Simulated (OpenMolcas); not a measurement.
# SnSiH6 (SMILES [SiH3][SnH3]): levels of theory compared

We compute a comparison of 6 runs (HF/3-21G, B2PLYP/def2-SVPD, B3LYP/def2-SVPD, SVWN5/def2-SVPD, MP2/def2-SVPD, CCSD(T)/def2-SVPD) of SnSiH6. 

The calculation is run with OpenMolcas 26.06.

### Step 1. The system as given

The species is SnSiH6 (8 atoms), meant as a singlet with charge 0. SMILES: `[SiH3][SnH3]`. Geometry: relaxed at PBE0-D4/def2-TZVP.

Bond lengths: Si1–Sn2 2.560 Å, Si1–H3 1.487 Å, Si1–H4 1.487 Å, Si1–H5 1.487 Å, Sn2–H6 1.708 Å, Sn2–H7 1.708 Å, Sn2–H8 1.708 Å. Some angles: Si1–Sn2–H6 110.7°, Si1–Sn2–H7 110.8°, Si1–Sn2–H8 110.8°, Sn2–Si1–H3 110.2°, Sn2–Si1–H4 110.2°, Sn2–Si1–H5 110.2°, H6–Sn2–H7 108.2°, H6–Sn2–H8 108.2°, H7–Sn2–H8 108.2°, H3–Si1–H4 108.8°.

### Step 2. Energy and gradient at HF/3-21G (run 1)

Input file test.input:

```
>>> EXPORT MOLCAS_PRINT=2
&GATEWAY
BasLib=$CurrDir
Coord
8
angstrom
Si      -0.621900       0.121300      -1.152100
Sn       0.611700      -0.129400       1.077500
H       -2.070400       0.355200      -0.912500
H       -0.465000      -1.112000      -1.967300
H       -0.071600       1.272400      -1.915300
H        0.450400       1.285900       2.019300
H        2.276200      -0.410700       0.820500
H       -0.017200      -1.439600       1.974000
Basis=3-21G
Group=NoSym
&SEWARD
&SCF
Thresholds=1e-10 1e-07 1e-07 1e-05
PrOrbitals=1 1
&ALASKA
```

The basis set 3-21G is read from a file made from the Basis Set Exchange's data (not shown).

Launch:

```console
export MOLCAS_MEM=1860
pymolcas test.input > test.log
```

What it wrote:

```text
--- Start Module: gateway ---
[...]
--- Stop Module: gateway /rc=_RC_ALL_IS_WELL_ ---
[...]
      Basis functions           56
[...]
--- Start Module: scf ---
[...]
       Convergence after   9 Iterations
[...]
::    Total SCF energy                              -6287.1106758653
[...]
      Total spin, S                                     0.0000000000
[...]
      Total electronic charge=   70.000000
      Total            charge=   -0.000000
[...]
      Dipole Moment (debye):
      Origin of the operator (angstrom)=    0.3641   -0.0791    0.6301
                   X=  4.9492E-02               Y= -1.2374E-02               Z=  8.7493E-02           Total=  1.0128E-01
      Quadrupole Moment (debye*angstrom):
[...]
--- Stop Module: scf /rc=_RC_ALL_IS_WELL_ ---
[...]
--- Start Module: alaska ---
[...]
 *              Molecular gradients               *
 **************************************************
  Irreducible representation: a
 ------------------------------------------------------------------------------------------
                              X                       Y                       Z
 ------------------------------------------------------------------------------------------
  SI1               5.32969308105002E-03   -1.09354992115218E-03    9.62495297954291E-03
  SN2              -2.08037683215245E-03    4.03136299381490E-04   -3.79046622968815E-03
  H3                7.10209049942456E-04   -1.21558898900309E-04    2.27080879417724E-04
  H4                1.11215264673004E-04    4.26939966080120E-04    6.06169759232333E-04
  H5               -3.31294678956873E-05   -4.48382014884174E-04    5.96494748906995E-04
  H6                1.21759646624919E-03   -8.06305809444741E-03   -4.77903473195962E-03
  H7               -9.12879693251156E-03    1.53192137217828E-03    2.02252916190937E-03
  H8                3.87358937060922E-03    7.36455129176150E-03   -4.50772656734877E-03
[...]
--- Stop Module: alaska /rc=_RC_ALL_IS_WELL_ ---
[...]
```

Run time: 8.1 s. Hardware: 1 thread of AMD EPYC 7R43 (Zen 3), shared host; peak memory 0.39 GiB.

### Step 3. A single-point energy at B2PLYP/def2-SVPD (core potential) (run 2)

Input file coord.xyz:

```xyz
8

Si    -0.621900     0.121300    -1.152100
Sn     0.611700    -0.129400     1.077500
H     -2.070400     0.355200    -0.912500
H     -0.465000    -1.112000    -1.967300
H     -0.071600     1.272400    -1.915300
H      0.450400     1.285900     2.019300
H      2.276200    -0.410700     0.820500
H     -0.017200    -1.439600     1.974000
```

Input file calc.inp:

```
&gateway
 baslib = $CurrDir
 coord = coord.xyz
 basis = def2-SVPD
 group = NoSym

&seward
 gridinput
 Grid=UltraFine
 End of Grid

&scf
 ksdft = B2PLYP_SCF
 thresholds = 1e-10 1e-07 1e-07 1e-05
 prorbitals = 1 2

&mbpt2
 frozen = 9
```

The basis set def2-SVPD is read from a file made from the Basis Set Exchange's data (not shown).

Launch:

```console
export MOLCAS_MEM=1860
pymolcas calc.inp > calc.log
```

What it wrote:

```text
--- Start Module: gateway ---
[...]
--- Stop Module: gateway /rc=_RC_ALL_IS_WELL_ ---
[...]
      Basis functions          104
[...]
--- Start Module: scf ---
[...]
       Convergence after  11 Iterations
[...]
::    Total KS-DFT energy                            -506.7734105709
[...]
      Total spin, S                                     0.0000000000
[...]
      Total electronic charge=   42.000000
      Total            charge=   -0.000000
[...]
      Dipole Moment (debye):
      Origin of the operator (angstrom)=    0.3641   -0.0791    0.6301
                   X= -1.6596E-01               Y=  3.1944E-02               Z= -3.0148E-01           Total=  3.4562E-01
      Quadrupole Moment (debye*angstrom):
[...]
--- Stop Module: scf /rc=_RC_ALL_IS_WELL_ ---
[...]
--- Start Module: mbpt2 ---
[...]
 ###    WARNING: MP2 implementation intended for RHF references only         ###
 ###############################################################################
MBPT2 WARNING: Reference function according to RunFile:KS-DFT
I'll assume you know what you're doing and continue
WARNING!
Default frozen orbitals as non valence orbitals is overwritten by user input.
Default values:   2
[...]
       Reference weight ( Cref**2 )         =        0.84799
::    Total MBPT2 energy                             -507.0761543661
[...]
      Total MBPT2 calculations                           0.91      1.03
--- Stop Module: mbpt2 /rc=_RC_ALL_IS_WELL_ ---
[...]
```

It took 52 s on 1 thread of AMD EPYC 7R43 (Zen 3), shared host; peak memory 0.59 GiB.

### Step 4. Energy and gradient at B3LYP/def2-SVPD (core potential) (run 3)

Input file run.input:

```
&GATEWAY
 BasLib = $CurrDir
 BasisSet
 Si.def2-SVPD....
 Si1 -0.621900 0.121300 -1.152100 angstrom
 End of Basis
 BasisSet
 Sn.def2-SVPD....
 Sn2 0.611700 -0.129400 1.077500 angstrom
 End of Basis
 BasisSet
 H.def2-SVPD....
 H3 -2.070400 0.355200 -0.912500 angstrom
 H4 -0.465000 -1.112000 -1.967300 angstrom
 H5 -0.071600 1.272400 -1.915300 angstrom
 H6 0.450400 1.285900 2.019300 angstrom
 H7 2.276200 -0.410700 0.820500 angstrom
 H8 -0.017200 -1.439600 1.974000 angstrom
 End of Basis

&SEWARD
 GridInput
 Grid=UltraFine
 End of Grid

&SCF
 KSDFT = B3LYP
 Thresholds = 1e-10 1e-07 1e-07 1e-05
 PrOrbitals = 1 1

&ALASKA
```

The basis set def2-SVPD is read from a file made from the Basis Set Exchange's data (not shown).

Launch:

```console
export MOLCAS_MEM=1860
pymolcas run.input > run.log
```

What it wrote:

```text
--- Start Module: gateway ---
[...]
--- Stop Module: gateway /rc=_RC_ALL_IS_WELL_ ---
[...]
      Basis functions          104
[...]
--- Start Module: scf ---
[...]
       Convergence after  12 Iterations
[...]
::    Total KS-DFT energy                            -507.3711473767
[...]
      Total spin, S                                     0.0000000000
[...]
      Total electronic charge=   42.000000
      Total            charge=   -0.000000
[...]
      Dipole Moment (debye):
      Origin of the operator (angstrom)=    0.3641   -0.0791    0.6301
                   X= -1.5230E-01               Y=  2.9318E-02               Z= -2.7667E-01           Total=  3.1718E-01
      Quadrupole Moment (debye*angstrom):
[...]
--- Stop Module: scf /rc=_RC_ALL_IS_WELL_ ---
[...]
--- Start Module: alaska ---
[...]
 *              Molecular gradients               *
 **************************************************
  Irreducible representation: a
 ------------------------------------------------------------------------------------------
                              X                       Y                       Z
 ------------------------------------------------------------------------------------------
  SI1               1.54113172044212E-03   -3.31876003504705E-04    2.78707176371817E-03
  SN2              -6.92691023528980E-04    1.20337167748286E-04   -1.26188074438538E-03
  H3                1.59203134543340E-03   -2.60290018636922E-04   -6.32404255783703E-05
  H4               -6.24460371576041E-05    1.25510592896827E-03    1.01566655320173E-03
  H5               -4.64416207092366E-04   -1.18766235579448E-03    9.67760856466882E-04
  H6                1.86865148044391E-04   -2.55453458815547E-03   -1.91698517408767E-03
  H7               -3.15768214654266E-03    5.40436948740619E-04    3.01737425904280E-04
  H8                1.05720720042490E-03    2.41848292059510E-03   -1.83013025533540E-03
[...]
--- Stop Module: alaska /rc=_RC_ALL_IS_WELL_ ---
[...]
```

Wall time 74 s (1 thread of AMD EPYC 7R43 (Zen 3), shared host); peak memory 0.59 GiB.

Runs 4 to 5 aren't shown in full; the table further down has their settings and results.

### Step 5. A single-point energy at CCSD(T)/def2-SVPD (Cholesky decomposition, core potential) (run 6)

Changes to test.input since step 2:

```diff
@@ -1,5 +1,6 @@
+* H6SiSn CCSD(T)
 >>> EXPORT MOLCAS_PRINT=2
 &GATEWAY
-BasLib=$CurrDir
-Coord
+BASLIB=$CurrDir
+COORD
 8
@@ -14,8 +15,14 @@
 H       -0.017200      -1.439600       1.974000
-Basis=3-21G
-Group=NoSym
+BASIS=def2-SVPD
+GROUP=NoSym
 &SEWARD
+HIGH
 &SCF
-Thresholds=1e-10 1e-07 1e-07 1e-05
-PrOrbitals=1 1
-&ALASKA
+THRESHOLDS=1e-10 1e-07 1e-07 1e-05
+PRORBITALS=1
+&CHCC
+FROZEN=9
+THRESHOLD=1e-08
+MAXITERATIONS=80
+&CHT3
+FROZEN=9
```

The basis set def2-SVPD is read from a file made from the Basis Set Exchange's data (not shown).

Launch:

```console
export MOLCAS_MEM=1860
pymolcas test.input > test.log
```

What it wrote:

```text
--- Start Module: gateway ---
[...]
--- Stop Module: gateway /rc=_RC_ALL_IS_WELL_ ---
[...]
      Basis functions          104
[...]
       Convergence after  11 Iterations
[...]
::    Total SCF energy                               -505.6518451942
[...]
      Total spin, S                                     0.0000000000
[...]
      Total electronic charge=   42.000000
      Total            charge=   -0.000000
[...]
      Dipole Moment (debye):
      Origin of the operator (angstrom)=    0.3641   -0.0791    0.6301
                   X= -1.8440E-01               Y=  3.5499E-02               Z= -3.3497E-01           Total=  3.8402E-01
      Quadrupole Moment (debye*angstrom):
[...]
--- Start Module: chcc ---
[...]
--- Stop Module: chcc /rc=_RC_ALL_IS_WELL_ ---
[...]
--- Start Module: cht3 ---
[...]
--- Stop Module: cht3 /rc=_RC_ALL_IS_WELL_ ---
[...]
```

Wall time 5.5 min (1 thread of AMD EPYC 7R43 (Zen 3), shared host); peak memory 0.18 GiB.

### Step 6. All runs side by side

| run | level | task | frozen core orbitals | energy (Eh) | dipole moment (D) of the reference | HOMO energy (eV) | LUMO energy (eV) | wall time |
| --- | --- | --- | --- | --- | --- | --- | --- | --- |
| 1 | HF/3-21G | gradient | – | -6287.110676 | 0.10 | -10.44 | 3.22 | 8.1 s |
| 2 | B2PLYP/def2-SVPD (core potential) | energy | 9 | -506.855151 | 0.35 | -8.88 | 0.62 | 52 s |
| 3 | B3LYP/def2-SVPD (core potential) | gradient | – | -507.371147 | 0.32 | -7.82 | -0.49 | 74 s |
| 4 | SVWN5/def2-SVPD (core potential) | gradient | – | -505.712443 | 0.24 | -7.06 | -1.16 | 35 s |
| 5 | MP2/def2-SVPD (core potential) | energy | 9 | -505.893087 | 0.38 | -10.41 | 1.85 | 24 s |
| 6 | CCSD(T)/def2-SVPD (Cholesky decomposition, core potential) | energy | 9 | -505.951756 | 0.38 | -10.41 | 1.85 | 5.5 min |

### Step 7. What came out

| quantity | value |
| --- | --- |
| run 6: total energy | -505.95176 Eh |
| run 6: dipole moment (mean-field density) | 0.38 D |
| run 6: HOMO energy (Hartree–Fock orbitals) | -10.41 eV |
| run 6: LUMO energy (Hartree–Fock orbitals) | 1.85 eV |
| run 6: HOMO–LUMO gap (Hartree–Fock orbitals) | 12.26 eV |
| run 6: correlation energy (9 core orbitals frozen) | -299.9 mEh |
| run 6: (T) correction | -7.80 mEh |

In words: Over runs 1, 2, 3, 4 the dipole moment (its size) runs from 0.10 D (HF/3-21G) to 0.35 D (B2PLYP/def2-SVPD). The two ends differ in method and basis and core potential. The two dipoles point in opposite directions. A double hybrid's value is that of its SCF part. Over runs 1, 2, 3, 4 the HOMO–LUMO gap runs from 5.91 eV (SVWN5/def2-SVPD) to 13.66 eV (HF/3-21G). For B2PLYP the log adds the whole second-order term; the table takes 0.27 of it, as the functional is defined. Totals of different functionals can't be ranked against each other. Some runs of one species differ in core potentials or relativity; totals across that change don't compare. In run 1 relativity is left out where basis or elements ask for it. All runs together took 8.7 min, the longest 5.5 min.
